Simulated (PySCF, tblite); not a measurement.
# C₇H₇N₃: geometry, infrared bands and NMR shifts

Aim: predict the infrared bands and NMR shifts of C₇H₇N₃ (`C#Cc1nc(C)nnc1C`).

The runs use tblite 0.8.0 and PySCF 2.14.0, with density-fitted response routines of our own; the level of theory stands in each step. All values are computed, except where a source is named. Atoms count from 0, in the outputs and in this text.

### 1 Starting geometry

17 atoms, charge 0, multiplicity 1; geometry from: force field or distance geometry start.

Bonds of the start (Å): C0–C1 1.20, C1–C2 1.47, C2–N3 1.34, N3–C4 1.37, C4–C5 1.48, C4–N6 1.35, N6–N7 1.33, N7–C8 1.36, C8–C9 1.50, C8–C2 1.40, C0–H10 1.07, C5–H11 1.11, C5–H12 1.14, C5–H13 1.11, C9–H14 1.12, C9–H15 1.11, C9–H16 1.10.

### 2 Relaxing the molecule with GFN2-xTB

The job: settings as JSON, then the geometry in Å.

```
{"job": {"kind": "relax", "xc": "GFN2-xTB", "basis": "xTB"}, "charge": 0, "multiplicity": 1}
C     -2.149600     2.423700     0.593600
C     -1.368000     1.537600     0.379200
C     -0.401600     0.462000     0.120800
N      0.902500     0.756600     0.159300
C      1.781600    -0.262800    -0.081300
C      3.214700     0.107500    -0.021900
N      1.363800    -1.506400    -0.388800
N      0.067600    -1.794900    -0.433000
C     -0.853100    -0.826600    -0.187200
C     -2.322700    -1.138400    -0.239700
H     -2.859500     3.202000     0.767400
H      3.902100    -0.754200     0.070800
H      3.388300     0.735300     0.912000
H      3.477800     0.761600    -0.878800
H     -2.757600    -0.815900    -1.219000
H     -2.506800    -2.228200    -0.129300
H     -2.886500    -0.647000     0.566100
```

Run with:

```console
> OMP_NUM_THREADS=1 python probes_run.py task.json out
```

One launch serves the whole session: the jobs run in the order shown.

**Question.** This job is followed by: GFN2-xTB harmonic vibrations, gas phase; GIAO PBE0/pcSseg-1 NMR shielding, non-relativistic, gas phase. What will the session give for the following? strongest single infrared mode (GFN2-xTB); zero-point energy (GFN2-xTB); ¹³C shifts against TMS (PBE0/pcSseg-1); ¹H shifts against TMS (PBE0/pcSseg-1, means over atoms taken as alike); ¹⁵N shifts against NH3 (PBE0/pcSseg-1).

**Answer**, as computed:

| quantity | value |
| --- | --- |
| strongest single infrared mode (GFN2-xTB) | 1402 cm⁻¹, 181 km/mol |
| zero-point energy (GFN2-xTB) | 78.0 kcal/mol |
| ¹³C shifts against TMS (PBE0/pcSseg-1) | 170.3, 163.5, 146.0, 100.2, 84.3, 26.4, 23.3 ppm |
| ¹H shifts against TMS (PBE0/pcSseg-1, means over atoms taken as alike) | 3.43, 3.07, 2.95 ppm |
| ¹⁵N shifts against NH3 (PBE0/pcSseg-1) | 476.0, 430.6, 331.5 ppm |

Relaxing lowered the energy by 0.328 eV in 55 steps; the close pair that moved most is C1–C2, from 1.469 to 1.415 Å. The lowest mode is slightly imaginary (15i cm⁻¹), a soft motion within the noise of the Hessian, so the minimum is not strictly shown. The strongest single mode, at 1402 cm⁻¹, has its largest shares on C4, C9 and C8 (the list is cut at 3 atoms). GFN2-xTB is a fitted tight-binding method: band positions and strengths are rough. Its intensities can rank the bands wrongly. At PBE0/pcSseg-1: Shielding is most anisotropic at N7 (span 868 ppm, paramagnetic term -532 ppm). NICS(1)zz of -24 ppm above the planar ring from C2 marks a diatropic (aromatic) ring current.
